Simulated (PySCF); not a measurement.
# CH9Ge2P: the cost of one run

The runs use PySCF 2.14.0, with density-fitted response routines of our own; the level of theory stands in each step. All values are computed, except where a source is named. Atoms are numbered from 0 throughout.

## 1. The molecule as given

13 atoms, charge 0, multiplicity 1; geometry from: GFN2-xTB. The atoms were then displaced at random by about 0.01 Å, so the start is not that level's minimum.

Bonds of the start (Å): P0–Ge1 2.31, Ge1–C2 1.99, C2–Ge3 1.95, P0–H4 1.41, P0–H5 1.38, Ge1–H6 1.52, Ge1–H7 1.53, C2–H8 1.11, C2–H9 1.07, Ge3–H10 1.48, Ge3–H11 1.53, Ge3–H12 1.51.

## 2. Optimising the geometry at PBE0-D3(BJ)/def2-SVP

The job: settings as JSON, then the geometry in Å.

```
{"job": {"xc": "PBE0", "basis": "def2-SVP", "d3": "d3bj", "grid": 1, "shake": 0.01, "kind": "geom"}, "charge": 0, "multiplicity": 1}
P      2.399240    -0.120690     0.858610
Ge     0.892720    -0.697850    -0.797870
C     -0.962420    -0.850630    -0.091610
Ge    -1.641690     0.861790     0.537570
H      1.941820     1.216600     0.849610
H      3.389420     0.186270    -0.054970
H      1.300250    -2.044110    -1.372320
H      0.897600     0.236440    -2.003230
H     -0.943030    -1.554910     0.762130
H     -1.594180    -1.258430    -0.847360
H     -0.907900     1.397720     1.708640
H     -3.092350     0.706210     0.988740
H     -1.673650     1.904700    -0.548270
```

Run with:

```bash
OMP_NUM_THREADS=1 python probes_run.py task.json out
```

The driver reads the jobs from task.json and runs them one after another.

Q: Estimate the wall time and peak memory of this first job on 1 thread of Arm Neoverse V2, shared host.

About 74 s, with a peak of 0.58 GiB.
